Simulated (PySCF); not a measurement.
**H2: levels of theory, part 1 of 2**

The task, for H2: compare levels of theory; the runs are relaxation and vibrations and intensities.

Program: PySCF 2.14.0. Level of theory: relaxation, HF, aug-cc-pvtz, and further levels as typed in the inputs. These are calculated values, not measurements.

## (1) Starting point

Bond lengths: H1–H2 0.740 Å.

Structure file:

```xyz
2

H     0.0000    0.0000    0.0000
H     0.0000    0.0000    0.7400
```

## (2) Relaxation: H2

run.py

```python
from pyscf import gto, scf
from pyscf.geomopt.geometric_solver import optimize
mol = gto.M(atom="mol.xyz", basis="aug-cc-pvtz", verbose=4)
mf = scf.RHF(mol).run(conv_tol=1e-9)
m = optimize(mf, maxsteps=60)
print("optimised structure (A):")
for k in range(m.natm): print(m.atom_symbol(k), *(f"{x:.8f}" for x in m.atom_coords(unit="A")[k]))
```

The run is started by

```console
$ python run.py
```

Log:

```text
[INPUT] num. atoms = 2
[INPUT] num. electrons = 2
[INPUT] charge = 0
[INPUT] spin (= nelec alpha-beta = 2S) = 0
[INPUT] symmetry False subgroup None
[INPUT] Mole.unit = angstrom
[INPUT] Symbol           X                Y                Z      unit          X                Y                Z       unit  Magmom
[INPUT]  1 H      0.000000000000   0.000000000000   0.000000000000 AA    0.000000000000   0.000000000000   0.000000000000 Bohr   0.0
[INPUT]  2 H      0.000000000000   0.000000000000   0.740000000000 AA    0.000000000000   0.000000000000   1.398397332178 Bohr   0.0

nuclear repulsion = 0.715104339081081
number of shells = 18
number of NR pGTOs = 50
number of NR cGTOs = 46
basis = aug-cc-pvtz
ecp = {}

******** <class 'pyscf.scf.hf.RHF'> ********
method = RHF
initial guess = minao
damping factor = 0
level_shift factor = 0
DIIS = <class 'pyscf.scf.diis.CDIIS'>
diis_start_cycle = 1
diis_space = 8
diis_damp = 0
SCF conv_tol = 1e-09
SCF conv_tol_grad = None
SCF max_cycles = 50
direct_scf = True
direct_scf_tol = 1e-13
Set gradient conv threshold to 3.16228e-05
Initial guess from minao.
init E= -0.813283323433918
  HOMO = -0.554953250471806  LUMO = 0.048966982726434  gap/eV = 16.43351
cycle= 1 E= -1.13204575914718  delta_E= -0.319  |g|= 0.0448  |ddm|= 0.657
  HOMO = -0.602231247727906  LUMO = 0.0521851648401636  gap/eV = 17.80758
cycle= 2 E= -1.13299708392314  delta_E= -0.000951  |g|= 0.00731  |ddm|= 0.0264
  HOMO = -0.595062860828271  LUMO = 0.0525391979794303  gap/eV = 17.62215
cycle= 3 E= -1.13303340631117  delta_E= -3.63e-05  |g|= 0.000951  |ddm|= 0.0074
  HOMO = -0.594663555395641  LUMO = 0.0525726477638771  gap/eV = 17.61219
cycle= 4 E= -1.13303397518862  delta_E= -5.69e-07  |g|= 4.42e-05  |ddm|= 0.00127
  HOMO = -0.594663076454988  LUMO = 0.0525742504411894  gap/eV = 17.61222
cycle= 5 E= -1.13303397642922  delta_E= -1.24e-09  |g|= 2.16e-06  |ddm|= 6.78e-05
  HOMO = -0.594662572310498  LUMO = 0.052574234819871  gap/eV = 17.61221
cycle= 6 E= -1.13303397643232  delta_E= -3.1e-12  |g|= 1.85e-07  |ddm|= 7.53e-06
  HOMO = -0.594662690876572  LUMO = 0.0525742382053081  gap/eV = 17.61221
Extra cycle  E= -1.13303397643234  delta_E= -2.6e-14  |g|= 4.49e-08  |ddm|= 2.65e-07
converged SCF energy = -1.13303397643234
Create scanner for <class 'pyscf.grad.rhf.Gradients'>
Create scanner for <class 'pyscf.scf.hf.RHF'>

Geometry optimization cycle 1
Cartesian coordinates (Angstrom)
 Atom        New coordinates             dX        dY        dZ
   H   0.000000   0.000000   0.000000    0.000000  0.000000  0.000000
   H   0.000000   0.000000   0.740000    0.000000  0.000000  0.000000

WARN: Mole.unit (angstrom) is changed to Bohr

New geometry
   1 H      0.000000000000   0.000000000000   0.000000000000 AA    0.000000000000   0.000000000000   0.000000000000 Bohr
   2 H      0.000000000000   0.000000000000   0.740000000000 AA    0.000000000000   0.000000000000   1.398397332178 Bohr

******** <class 'pyscf.scf.hf.RHF_Scanner'> ********
method = RHF_Scanner
initial guess = minao
damping factor = 0
level_shift factor = 0
DIIS = <class 'pyscf.scf.diis.CDIIS'>
diis_start_cycle = 1
diis_space = 8
diis_damp = 0
SCF conv_tol = 1e-09
SCF conv_tol_grad = None
SCF max_cycles = 50
direct_scf = True
direct_scf_tol = 1e-13
Set gradient conv threshold to 3.16228e-05
init E= -1.13303397643234
  HOMO = -0.594662716118683  LUMO = 0.0525742364063785  gap/eV = 17.61221
cycle= 1 E= -1.13303397643234  delta_E= 6.66e-16  |g|= 1.16e-08  |ddm|= 6.89e-08
  HOMO = -0.594662721226032  LUMO = 0.0525742359738205  gap/eV = 17.61221
Extra cycle  E= -1.13303397643234  delta_E= -8.88e-16  |g|= 3.03e-09  |ddm|= 1.79e-08
converged SCF energy = -1.13303397643234

******** <class 'pyscf.grad.rhf.Gradients_Scanner'> for <class 'pyscf.scf.hf.RHF_Scanner'> ********
unit = Eh/Bohr
--------------- RHF_Scanner gradients ---------------
         x                y                z
0 H     0.0000000000    -0.0000000000    -0.0041386883
1 H    -0.0000000000     0.0000000000     0.0041386883
----------------------------------------------
cycle 1: E = -1.13303397643  dE = -1.13303  norm(grad) = 0.00585299

Geometry optimization cycle 2
Cartesian coordinates (Angstrom)
 Atom        New coordinates             dX        dY        dZ
   H  -0.000000   0.000000   0.002798   -0.000000  0.000000  0.002798
   H   0.000000  -0.000000   0.737202    0.000000 -0.000000 -0.002798
New geometry
   1 H     -0.000000000000   0.000000000000   0.002797817986 AA   -0.000000000000   0.000000000000   0.005287109741 Bohr
   2 H      0.000000000000  -0.000000000000   0.737202182014 AA    0.000000000000  -0.000000000000   1.393110222437 Bohr

******** <class 'pyscf.scf.hf.RHF_Scanner'> ********
method = RHF_Scanner
initial guess = minao
damping factor = 0
level_shift factor = 0
DIIS = <class 'pyscf.scf.diis.CDIIS'>
diis_start_cycle = 1
diis_space = 8
diis_damp = 0
SCF conv_tol = 1e-09
SCF conv_tol_grad = None
SCF max_cycles = 50
direct_scf = True
direct_scf_tol = 1e-13
Set gradient conv threshold to 3.16228e-05
init E= -1.13541297534368
  HOMO = -0.595599734756949  LUMO = 0.0532524183997962  gap/eV = 17.65617
cycle= 1 E= -1.13305528372214  delta_E= 0.00236  |g|= 0.00111  |ddm|= 0.00187
  HOMO = -0.596580633522858  LUMO = 0.0526372462323993  gap/eV = 17.66612
cycle= 2 E= -1.13305582064731  delta_E= -5.37e-07  |g|= 0.000173  |ddm|= 0.000733
  HOMO = -0.596405048918408  LUMO = 0.0526454731110865  gap/eV = 17.66156
cycle= 3 E= -1.13305583980385  delta_E= -1.92e-08  |g|= 2.15e-05  |ddm|= 0.000199
  HOMO = -0.596394862070522  LUMO = 0.0526463776812471  gap/eV = 17.66131
cycle= 4 E= -1.13305584007898  delta_E= -2.75e-10  |g|= 8.85e-07  |ddm|= 3.36e-05
  HOMO = -0.596394785946814  LUMO = 0.0526464049706527  gap/eV = 17.66131
Extra cycle  E= -1.13305584007951  delta_E= -5.29e-13  |g|= 2.02e-07  |ddm|= 1.26e-06
converged SCF energy = -1.13305584007951

******** <class 'pyscf.grad.rhf.Gradients_Scanner'> for <class 'pyscf.scf.hf.RHF_Scanner'> ********
unit = Eh/Bohr
--------------- RHF_Scanner gradients ---------------
         x                y                z
0 H     0.0000000000    -0.0000000000     0.0000279480
1 H    -0.0000000000     0.0000000000    -0.0000279480
----------------------------------------------
cycle 2: E = -1.13305584008  dE = -2.18636e-05  norm(grad) = 3.95244e-05

Geometry optimization cycle 3
Cartesian coordinates (Angstrom)
 Atom        New coordinates             dX        dY        dZ
   H  -0.000000   0.000000   0.002779   -0.000000  0.000000 -0.000019
   H   0.000000  -0.000000   0.737221    0.000000 -0.000000  0.000019
New geometry
   1 H     -0.000000000000   0.000000000000   0.002779051459 AA   -0.000000000000   0.000000000000   0.005251646144 Bohr
   2 H      0.000000000000  -0.000000000000   0.737220948541 AA    0.000000000000  -0.000000000000   1.393145686034 Bohr

******** <class 'pyscf.scf.hf.RHF_Scanner'> ********
method = RHF_Scanner
initial guess = minao
damping factor = 0
level_shift factor = 0
DIIS = <class 'pyscf.scf.diis.CDIIS'>
diis_start_cycle = 1
diis_space = 8
diis_damp = 0
SCF conv_tol = 1e-09
SCF conv_tol_grad = None
SCF max_cycles = 50
direct_scf = True
direct_scf_tol = 1e-13
Set gradient conv threshold to 3.16228e-05
init E= -1.13303996688533
  HOMO = -0.596388438615206  LUMO = 0.0526418577635175  gap/eV = 17.66101
cycle= 1 E= -1.13305584102628  delta_E= -1.59e-05  |g|= 7.47e-06  |ddm|= 1.26e-05
  HOMO = -0.596381835463184  LUMO = 0.0526459940906828  gap/eV = 17.66095
cycle= 2 E= -1.13305584105034  delta_E= -2.41e-11  |g|= 1.16e-06  |ddm|= 4.91e-06
  HOMO = -0.596382860232161  LUMO = 0.0526459465050528  gap/eV = 17.66097
Extra cycle  E= -1.13305584105116  delta_E= -8.18e-13  |g|= 2.48e-07  |ddm|= 1.16e-06
converged SCF energy = -1.13305584105116

******** <class 'pyscf.grad.rhf.Gradients_Scanner'> for <class 'pyscf.scf.hf.RHF_Scanner'> ********
unit = Eh/Bohr
--------------- RHF_Scanner gradients ---------------
         x                y                z
0 H     0.0000000000     0.0000000000    -0.0000006440
1 H    -0.0000000000    -0.0000000000     0.0000006440
----------------------------------------------
cycle 3: E = -1.13305584105  dE = -9.71645e-10  norm(grad) = 9.10733e-07
optimised structure (A):
H -0.00000000 0.00000000 0.00277905
H 0.00000000 -0.00000000 0.73722095
```

Run time: 1.3 s. Hardware: 2 threads of Intel Xeon 6975P-C (Granite Rapids), shared host.

## (3) Vibrations and intensities: vibrations and intensities, HF, aug-cc-pvtz

It takes the final geometry of step 2.

run.py

```python
from pyscf import gto, scf
from pyscf.hessian import thermo
import numpy as np
mol = gto.M(atom="mol.xyz", basis="aug-cc-pvtz", verbose=4)
mf = scf.RHF(mol).run(conv_tol=1e-9)
mol.verbose = 0; x = mol.atom_coords(); n = x.size; h = np.zeros((n, n + 3))
def point(d):  # for finite differences of the forces
    m = mol.set_geom_(x + d.reshape(-1, 3), unit="Bohr", inplace=False); s = scf.RHF(m)
    s.run(mf.make_rdm1(), conv_tol=1e-10); g = s.nuc_grad_method()
    return np.append(g.kernel(), s.dip_moment(unit="AU", verbose=0))
for k in range(n): d = np.zeros(n); d[k] = 0.01; h[k] = (point(d) - point(-d)) / 0.02
H = (h[:, :n] + h[:, :n].T) / 2
f = thermo.harmonic_analysis(mol, H.reshape(mol.natm, 3, mol.natm, 3).transpose(0, 2, 1, 3))
print("harmonic vibrations: frequency (1/cm), infrared intensity (km/mol)")
for w, q in zip(f["freq_wavenumber"], f["norm_mode"]): t = q.ravel() @ h[:, n:]; print(f"  {w.real - w.imag:9.2f} {974.88 * t @ t:9.2f}")
```

The run is started by

```console
$ python run.py
```

Log:

```text
[INPUT] num. atoms = 2
[INPUT] num. electrons = 2
[INPUT] charge = 0
[INPUT] spin (= nelec alpha-beta = 2S) = 0
[INPUT] symmetry False subgroup None
[INPUT] Mole.unit = angstrom
[INPUT] Symbol           X                Y                Z      unit          X                Y                Z       unit  Magmom
[INPUT]  1 H      0.000000000000   0.000000000000   0.002779050000 AA    0.000000000000   0.000000000000   0.005251643386 Bohr   0.0
[INPUT]  2 H      0.000000000000   0.000000000000   0.737220950000 AA    0.000000000000   0.000000000000   1.393145688792 Bohr   0.0

nuclear repulsion = 0.720516096535342
number of shells = 18
number of NR pGTOs = 50
number of NR cGTOs = 46
basis = aug-cc-pvtz
ecp = {}

******** <class 'pyscf.scf.hf.RHF'> ********
method = RHF
initial guess = minao
damping factor = 0
level_shift factor = 0
DIIS = <class 'pyscf.scf.diis.CDIIS'>
diis_start_cycle = 1
diis_space = 8
diis_damp = 0
SCF conv_tol = 1e-09
SCF conv_tol_grad = None
SCF max_cycles = 50
direct_scf = True
direct_scf_tol = 1e-13
Set gradient conv threshold to 3.16228e-05
[... 1 set-up line as earlier in the session ...]
init E= -0.814173012534533
  HOMO = -0.557762436033786  LUMO = 0.0491022471182867  gap/eV = 16.51363
cycle= 1 E= -1.13206512806155  delta_E= -0.318  |g|= 0.0448  |ddm|= 0.656
  HOMO = -0.603987684581216  LUMO = 0.0522621147578817  gap/eV = 17.85747
cycle= 2 E= -1.13301893583948  delta_E= -0.000954  |g|= 0.00731  |ddm|= 0.0265
  HOMO = -0.596785321735643  LUMO = 0.0526112845960772  gap/eV = 17.67098
cycle= 3 E= -1.13305526959224  delta_E= -3.63e-05  |g|= 0.000953  |ddm|= 0.00741
  HOMO = -0.596383909556714  LUMO = 0.0526443682255965  gap/eV = 17.66096
cycle= 4 E= -1.13305583982367  delta_E= -5.7e-07  |g|= 4.4e-05  |ddm|= 0.00127
  HOMO = -0.596383437785257  LUMO = 0.0526459468588953  gap/eV = 17.66099
cycle= 5 E= -1.1330558410481  delta_E= -1.22e-09  |g|= 2.15e-06  |ddm|= 6.71e-05
  HOMO = -0.596382929635236  LUMO = 0.0526459321659912  gap/eV = 17.66097
cycle= 6 E= -1.13305584105117  delta_E= -3.08e-12  |g|= 1.85e-07  |ddm|= 7.47e-06
  HOMO = -0.59638304688402  LUMO = 0.0526459355587158  gap/eV = 17.66098
Extra cycle  E= -1.1330558410512  delta_E= -2.38e-14  |g|= 4.46e-08  |ddm|= 2.64e-07
converged SCF energy = -1.1330558410512
harmonic vibrations: frequency (1/cm), infrared intensity (km/mol)
    4585.28      0.00
```

It took 1.9 s on 2 threads of Intel Xeon 6975P-C (Granite Rapids), shared host.

Harmonic frequencies from the force constants, with isotope-averaged masses (PySCF's default) and rigid motions projected out (i: imaginary):

```csv
mode,cm⁻¹,IR (km/mol)
1,4585,0.0
```

(Continued in part 2 of 2.)
